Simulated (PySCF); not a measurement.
# C10H12: the cost of one run

Programs: PySCF 2.14.0, with routines of our own; each step states its level. All values are computed. Atoms count from 0.

## 1. The starting structure

22 atoms, charge 1, multiplicity 2; geometry from: GFN2-xTB.

## 2. Open-shell or spin-flip excitations: unrestricted TDA BHandHLYP/def2-SVP

Job settings and geometry (Å):

```
{"job": {"kind": "uabs", "xc": "BHandHLYP", "basis": "def2-SVP", "nstates": 10, "tda": true}, "charge": 1, "multiplicity": 2}
C      1.409643     2.095152     1.264320
C      1.033888     1.099213     0.688250
C      0.651205    -0.040207    -0.019706
C      1.668289    -0.654619    -0.917905
C      2.950356     0.004283    -0.921047
C      4.026339     0.539472    -0.932122
C     -0.631422    -0.569313     0.116791
C     -1.070792    -1.714056    -0.703717
C     -1.596019     0.018429     1.066544
C     -2.681661     0.812666     0.306177
H      1.724566     2.959585     1.775932
H      1.818841    -1.707880    -0.641998
H      1.286350    -0.675885    -1.948661
H      4.971783     0.998537    -0.950222
H     -2.101791    -1.982566    -0.491578
H     -0.973983    -1.503511    -1.770693
H     -0.446789    -2.589793    -0.509728
H     -1.104944     0.681721     1.778197
H     -2.103463    -0.783325     1.610302
H     -3.394272     1.201379     1.026968
H     -2.232524     1.646061    -0.227093
H     -3.214011     0.184039    -0.401428
```

Method: unrestricted TDA BHandHLYP/def2-SVP, vertical, gas phase, core orbitals frozen in the response.

Command:

```
$ OMP_NUM_THREADS=1 python excited_run.py task.json out
```

This one command runs all jobs of the session in turn.

Q: Estimate the wall time and peak memory of this first job on 1 thread of AMD EPYC 7R43, shared host.

About 2.7 min, with a peak of 0.83 GiB.
